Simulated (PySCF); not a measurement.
**SiEt(OEt)3: geometry, NMR shifts and electronic excitations**

Wanted: the NMR shifts and electronic excitations of SiEt(OEt)3 (`CCO[Si](CC)(OCC)OCC`), by calculation.

Programs: PySCF 2.14.0, with density-fitted response routines of our own. Each step states its level of theory. These are calculated values for one molecule in the gas phase, unless marked as measured. Atoms are numbered from 0 throughout.

### 1 Starting geometry

32 atoms, charge 0, multiplicity 1; geometry from: GFN2-xTB. The atoms were then displaced at random by about 0.03 Å, so the start is not that level's minimum.

Bonds of the start (Å): Si0–C1 1.88, Si0–O8 1.57, Si0–O16 1.76, Si0–O24 1.59, C1–C2 1.48, C1–H3 0.98, C1–H4 1.08, C2–H5 1.11, C2–H6 1.07, C2–H7 1.19, O8–C9 1.39, C9–C10 1.51, C9–H11 1.09, C9–H12 1.02, C10–H13 1.09, C10–H14 1.11, C10–H15 1.08, O16–C17 1.44, C17–C18 1.49, C17–H19 1.11, C17–H20 1.05, C18–H21 1.05, C18–H22 1.14, C18–H23 1.10, O24–C25 1.39, C25–C26 1.61, C25–H27 1.03, C25–H28 1.14, C26–H29 1.14, C26–H30 1.03 and more.

### 2 Optimising the geometry at PBE0-D3(BJ)/def2-SVP

What the job is given:

```
{"job": {"xc": "PBE0", "basis": "def2-SVP", "d3": "d3bj", "grid": 1, "maxiter": 40, "shake": 0.03, "kind": "geom"}, "charge": 0, "multiplicity": 1}
Si     0.050220    -0.075550     0.426590
C     -0.056580    -0.128300     2.306510
C      1.012720    -0.996550     2.858870
H     -0.899220    -0.498040     2.643510
H      0.041290     0.869760     2.700140
H      1.019900    -0.997840     3.965740
H      1.005850    -2.010770     2.511940
H      2.093530    -0.594770     2.569000
O      1.442110     0.332430    -0.163270
C      2.176360     1.507110    -0.134560
C      3.330750     1.419870    -1.103030
H      1.550460     2.357580    -0.404640
H      2.460390     1.693970     0.831770
H      3.895910     2.349140    -1.060190
H      3.974690     0.549370    -0.870620
H      2.991270     1.333790    -2.121820
O     -0.959620     1.239880    -0.155850
C     -2.391580     1.338350    -0.033380
C     -2.864980     2.324400    -1.051710
H     -2.902800     0.366770    -0.224530
H     -2.675490     1.632240     0.938880
H     -3.916270     2.382270    -1.020180
H     -2.380230     3.347790    -0.922910
H     -2.602620     2.050230    -2.083270
O     -0.406380    -1.516910    -0.058330
C     -0.472140    -1.982700    -1.369980
C     -0.959400    -3.509120    -1.266810
H     -1.053140    -1.394870    -1.991120
H      0.591900    -2.010770    -1.783440
H     -0.966470    -3.850230    -2.357390
H     -0.330830    -4.059720    -0.658400
H     -1.943770    -3.517020    -0.975970
```

Command:

```console
$ OMP_NUM_THREADS=2 python probes_run.py task.json out
```

One launch serves the whole session: the jobs run in the order shown.

**Question.** This job is followed by: GIAO PBE0/pcSseg-1 NMR shielding, non-relativistic, gas phase; TDDFT B3LYP/def2-SVPD, vertical, gas phase, core orbitals frozen in the response; GIAO KT2/pcSseg-1 NMR shielding, non-relativistic, gas phase. Predict these results of the whole session: point group; rotational constants (main isotopes); 13C shifts against TMS (PBE0/pcSseg-1, means over atoms taken as alike); 1H shifts against TMS (PBE0/pcSseg-1, means over atoms taken as alike); 29Si shifts against TMS (PBE0/pcSseg-1); 17O shifts against H2O (PBE0/pcSseg-1, means over atoms taken as alike); potential on the surface of density 0.002 e/bohr³, 1st and 99th percentile; lowest singlet (B3LYP/def2-SVPD); brightest single state of those computed; lowest triplet; range of the shift of O8 (with its like atoms).

As calculated:

| quantity | value |
| --- | --- |
| point group | C1 |
| rotational constants (main isotopes) | 0.69, 0.57, 0.56 GHz |
| 13C shifts against TMS (PBE0/pcSseg-1, means over atoms taken as alike) | 59.6, 20.4, 7.9, 4.7 ppm |
| 1H shifts against TMS (PBE0/pcSseg-1, means over atoms taken as alike) | 3.72, 1.23, 0.98, 0.33 ppm |
| 29Si shifts against TMS (PBE0/pcSseg-1) | -39.7 ppm |
| 17O shifts against H2O (PBE0/pcSseg-1, means over atoms taken as alike) | 60.1 ppm |
| potential on the surface of density 0.002 e/bohr³, 1st and 99th percentile | -1.29 V and 0.60 V |
| lowest singlet (B3LYP/def2-SVPD) | 7.07 eV (175 nm), f = 0.009 |
| brightest single state of those computed | state 10, 7.79 eV, f = 0.017 |
| lowest triplet | 6.97 eV |
| range of the shift of O8 (with its like atoms) | 60.1 to 72.6 ppm |

**Reading.** The start of the PBE0/def2-SVP relaxation was shaken at random by about 0.03 Å, so part of the energy gained, and of the first lengths quoted, undoes that. Over 32 steps the energy fell by 1.834 eV; of the close pairs, C1–H3 changed most, 0.980 to 1.104 Å. No frequency check was run at this level, so the end point may be a saddle. At PBE0/pcSseg-1: The widest tensor belongs to O8, O16, O24: span 81 ppm, with a paramagnetic part of -133 ppm. The first singlet state (HOMO→LUMO 0.84, HOMO−1→LUMO 0.08) lies at 7.07 eV and is weak; of the 10 states computed, the strongest absorption comes from states 5 to 8 together at 7.67 eV. The lowest triplet lies 0.10 eV below the lowest singlet (triplets in Tamm-Dancoff, singlets in full TDDFT). At B3LYP/def2-SVPD, states above −ε(HOMO) (7.57 eV) lie where TDDFT describes them poorly and they hang on the basis; the brightest is among them. Across the 2 runs the shift of O8 (with its like atoms) moves most, between 60.1 (PBE0/pcSseg-1) and 72.6 ppm (KT2/pcSseg-1).
